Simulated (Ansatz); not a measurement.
# Ir: states over the whole Brillouin zone

Aim: solve Ir self-consistently, get levels and band slopes on a dense mesh, and map the Fermi surface or, if there is a gap, the valleys at its edges.

The COD entry's cell or inner coordinates are ideal or old and differ from later refinements, so a difference from it is no clean test against experiment.

Method: DFT PBE, scalar-relativistic, plane waves, PAW; levels and slopes on a dense k mesh at the converged density, in Ansatz 0.2.0.

**1. The system as given**

The structure is cubic, space group Fm-3m (No. 225). Conventional cell: a = 3.831 Å, b = 3.831 Å, c = 3.831 Å, α = 90.00°, β = 90.00°, γ = 90.00°. Around Ir (site symmetry m-3m) lie 12 Ir at 2.71 Å.

Structure file:

```
CELL_PARAMETERS angstrom
0.00000 1.91560 1.91560
1.91560 0.00000 1.91560
1.91560 1.91560 0.00000
ATOMIC_POSITIONS crystal
Ir 0.00000 0.00000 0.00000
```

The structure comes from the Crystallography Open Database and is not relaxed.

**2. Self-consistency and the dense mesh**

Contents of input.yaml:

```yaml
crystal:
  lattice:
    - [0.0, 1.9156, 1.9156]
    - [1.9156, 0.0, 1.9156]
    - [1.9156, 1.9156, 0.0]
  atoms:
    - { symbol: Ir, position: [0.0, 0.0, 0.0] }
basis:
  ecutwfc: 420
kpoints:
  mp_grid: { grid: [18, 18, 18] }
hamiltonian:
  xc: pbe
scf:
  occupations: { method: gaussian, width: 0.05 }
output:
  forces: true
  eigenvalues: true
  eigenstates:
    nscf_kmesh: { grid: [34, 34, 34] }
    top_band: c6
    de_dk: true
    localisation: false
  stress: true
checkpoint:
  write: ck
  compress: false
  write_wavefunctions: false
  write_every: 100000
```

Command:

```
$ ansatz run input.yaml --threads 2 --pin off --max-ram 5120MiB --backend cpu --events-out ev --progress --plain --runs-dir out
```

What does the calculation give? Wanted: bands with resolved sheets at the Fermi level; density of states at the Fermi level; intraband plasma frequencies, principal values in rising order.

The runs gave:

| quantity | value |
| --- | --- |
| bands with resolved sheets at the Fermi level | 4 |
| density of states at the Fermi level | 0.88 states/eV per cell |
| intraband plasma frequencies, principal values in rising order | 10, 10 and 10 eV |

Four bands cross the Fermi level with sheets large enough to resolve; this is a three-dimensional metal. Band 9 adds most to the density of states (0.48 states/eV), with a mean Fermi speed of 8.4 × 10⁵ m/s. Spin-orbit coupling is left out; with Ir it can split, shift or remove sheets. Spin-orbit coupling is left out for Ir.
